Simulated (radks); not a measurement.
# The Coulomb parameter U of the 5d shell of W³⁺

One table from this session's results is given with a row withheld; the runs are named, their logs left out.

The numbers are computed with radks (a radial shooting solver on a logarithmic mesh, Libxc functionals) version 1 (scalar-relativistic Kohn-Sham, PBE, spin-unpolarised, spherical densities, finite nucleus), except any that are marked as measured or tabulated.

## Starting point

| Quantity | Value |
| --- | --- |
| element | tungsten (Z = 74) |
| charge | +3 |
| electrons | 71 |
| configuration | [Xe] 4f14 5d2 6s1 |
| nuclear rms radius | 5.3658 fm |

Outer shells as boxes (Hund's rule):

W³⁺
```
[Xe] core
4f [↑↓][↑↓][↑↓][↑↓][↑↓][↑↓][↑↓]
5d [↑ ][↑ ][  ][  ][  ]
6s [↑ ]
```

The first run:

The run's settings:

```text
Z 74
configuration [Xe] 4f14 5d2 6s1
relativity scalar-relativistic
functional pbe,pbe
spin unpolarised
nucleus finite rms 5.3658 fm
c 137.035999084
```

Steps of the session up to this table: Start: [Xe] 4f14 5d2 6s1.

One table of the session follows, with a row left open; its other results are not shown here.

It belongs to the step «Start: [Xe] 4f14 5d2 6s1». Radial moments (bohr):

```
level     <r>  outermost maximum (interpolated)  90 % within  nodes
   4s  0.4496                             0.421        0.645      3
   4p  0.4780                             0.441        0.695      2
   4d  0.5113                             0.452        0.766      1
   5s   1.060                             0.961         1.52      4
   5p       ?                                 ?            ?      ?
   4f  0.6053                             0.429         1.00      0
   5d   1.713                              1.41         2.59      2
   6s   2.559                              2.34         3.64      5
```

**Question.** Estimate the row for 5p.

The run gave: <r>: 1.227; outermost maximum (interpolated): 1.09; 90 % within: 1.78; nodes: 3. In the column «<r>» it lies between 5s (1.060) and 5d (1.713).
